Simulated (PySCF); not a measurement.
# [Tb(SH)2]+: other functionals and bases at one geometry

One table from this session's results is given with a row withheld; the runs are named, their logs left out.

Program: PySCF 2.14.0. Level of theory: several levels, as the steps say, no spin–orbit coupling. These are calculated values, not measurements.

1 further run of the same task is left out (for a known fault of the program).

**Starting geometry**

5 atoms, charge 1, spin multiplicity 1.

Bond lengths: Tb1–S2 2.487 Å, Tb1–S4 2.487 Å, S2–H3 1.360 Å, S4–H5 1.360 Å. Angles: S2–Tb1–S4 98.6°, Tb1–S2–H3 95.5°, Tb1–S4–H5 95.5°.

Coordinates:

| atom | x (Å) | y (Å) | z (Å) |
| --- | --- | --- | --- |
| Tb1 | 0.0000 | 0.0000 | -0.7556 |
| S2 | 1.8831 | -0.0821 | 0.8662 |
| H3 | 2.8568 | -0.2309 | -0.0711 |
| S4 | -1.8831 | 0.0821 | 0.8662 |
| H5 | -2.8568 | 0.2309 | -0.0711 |

Formal oxidation states: Tb +3. Each metal's 8 4f electrons lie in its core potential, so multiplicities, spins and levels count the valence alone. An earlier session relaxed this geometry at PBE0, Tb lcecp-1-SVP with ECP54, S def2-SVP, H def2-SVP (singlet, point group C2).

At PBE0 on the finer grid: E = -833.374348 Eh, HOMO -12.14 eV, LUMO -7.47 eV, Mulliken charge on Tb1 +1.09 e, largest force component 0.021 eV/Å. 

Levels to run: PBE; TPSSh; PBE0, TZVP. Hardware: 2 threads of Arm Neoverse V1, shared host.

Set-up of the first run:

Contents of run.py (the lines that set the calculation):

```python
mol = gto.M(atom='''
Tb     0.00000     0.00000    -0.75564
S      1.88311    -0.08206     0.86618
H      2.85680    -0.23090    -0.07114
S     -1.88311     0.08206     0.86618
H     -2.85680     0.23090    -0.07114''',
    basis={'Tb': 'lcecp-1-SVP', 'S': 'def2-SVP', 'H': 'def2-SVP'},
    ecp={'Tb': 'lcecp-1-SVP'},
    charge=1, spin=0)
mf = dft.RKS(mol, xc='PBE')
mf.grids.atom_grid = (75, 302)  # f atoms: unpruned, at least (60, 302)
mf = mf.density_fit()  # fitting sets: Tb AutoAux, S def2-universal-JKFIT, H def2-universal-JKFIT
mf.conv_tol = 1e-08; mf.max_cycle = 55
mf.kernel(dm0)  # dm0: the density of the relaxed state
```

Command:

```sh
> OMP_NUM_THREADS=2 python run.py
```

Steps of the session up to this table: PBE; TPSSh; PBE0, TZVP.

One of the session's tables, all rows but one given; the rest of the session is left out.

```
              level  HOMO (eV)  gap (eV)  charge on Tb1 (e)  dipole (D)  largest force component (eV/Å)
PBE0 (relaxed here)     -12.14      4.67               1.09        7.48                            0.02
                PBE     -11.07      2.90               0.97        6.72                            0.33
              TPSSh     -11.56      3.85               1.12        7.42                            0.28
         PBE0, TZVP          ?         ?                  ?           ?                               ?
```

Estimate the missing values for PBE0, TZVP.

The run gave: HOMO (eV): -12.07; gap (eV): 4.69; charge on Tb1 (e): 1.39; dipole (D): 7.12; largest force component (eV/Å): 0.19. In the column «HOMO (eV)» it lies between PBE0 (relaxed here) (-12.14) and TPSSh (-11.56).

The dipole of a charged species depends on the origin, so these sizes hold for this origin alone.

In one basis the HOMO–LUMO gap runs from 2.90 eV (PBE) to 4.67 eV (PBE0). The largest leftover force, 0.33 eV/Å with PBE, stands at a geometry relaxed at another level. With 4f in the core, its levels are missing from HOMO and gap, and its count is fixed, so no charge can pass from the ligands into it. Total energies of different levels can't be compared.
